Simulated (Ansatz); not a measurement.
**HWO₃F: how energies converge with the basis set**

Aim: see how fast density functionals converge with the basis set for HWO₃F.

The runs use Ansatz 0.2.0, Gaussian basis; one geometry, several basis sets.

The runs, in order: PBE0-D4/def2-SVP; ωB97M-V/def2-SVP; PBE0-D4/def2-QZVPP; ωB97M-V/def2-QZVPP; the functionals' def2-TZVPP values are taken from earlier runs.

### 1 The relaxed structure

All runs share one geometry, relaxed beforehand with PBE0-D4 in a triple-zeta def2 set. W takes the def2 core potential; no spin-orbit term is included.

SMILES `[O]=[W](=[O])([OH])[F]`, 6 atoms, charge 0, spin multiplicity 1.

Atoms are counted from 1 here; the program's logs count them from 0.

Bond lengths: O1–W2 1.699 Å, W2–O3 1.698 Å, W2–O4 1.872 Å, W2–F5 1.857 Å, O4–H6 0.960 Å. Angles: O1–W2–O3 107.8°, O1–W2–O4 108.5°, O1–W2–F5 109.7°, O3–W2–O4 109.6°, O3–W2–F5 109.6°, O4–W2–F5 111.7°, W2–O4–H6 126.3°.

### 2 PBE0-D4 in def2-SVP

The input, in.yaml:

```yaml
crystal:
  periodic: [false, false, false]
  atoms:
    - {symbol: O, position_ang: [-0.201528, -1.880201, -0.503203]}
    - {symbol: W, position_ang: [0.293295, -0.284688, -0.192590]}
    - {symbol: O, position_ang: [1.311934, -0.312775, 1.166166]}
    - {symbol: O, position_ang: [-1.224672, 0.744024, 0.182007]}
    - {symbol: F, position_ang: [1.225585, 0.376758, -1.656419]}
    - {symbol: H, position_ang: [-1.362515, 1.292781, 0.957838]}
basis:
  gaussian: {orbitals: def2-SVP}
hamiltonian: {xc: pbe0, dispersion: d4}
output: {orbitals: {seedname: orbitals}}
```

Started as:

```console
> ansatz run in.yaml --threads 4 --pin off --events-out ev --progress --plain --max-ram 10444MiB
```

After this run come: ωB97M-V in def2-SVP; PBE0-D4 in def2-QZVPP; ωB97M-V in def2-QZVPP.

**Question.** What will the summary of the whole plan be? Wanted: PBE0-D4: double and triple zeta above quadruple; ωB97M-V: double and triple zeta above quadruple.

As calculated:

| quantity | value |
| --- | --- |
| PBE0-D4: double and triple zeta above quadruple | 12.27, 0.50 eV |
| ωB97M-V: double and triple zeta above quadruple | 12.51, 0.47 eV |

**Reading.** For PBE0-D4 the step from double to triple zeta gains 11.77 eV and the next only 0.50 eV. These are total energies; as a rule much of such shifts cancels in differences, which this series doesn't test.
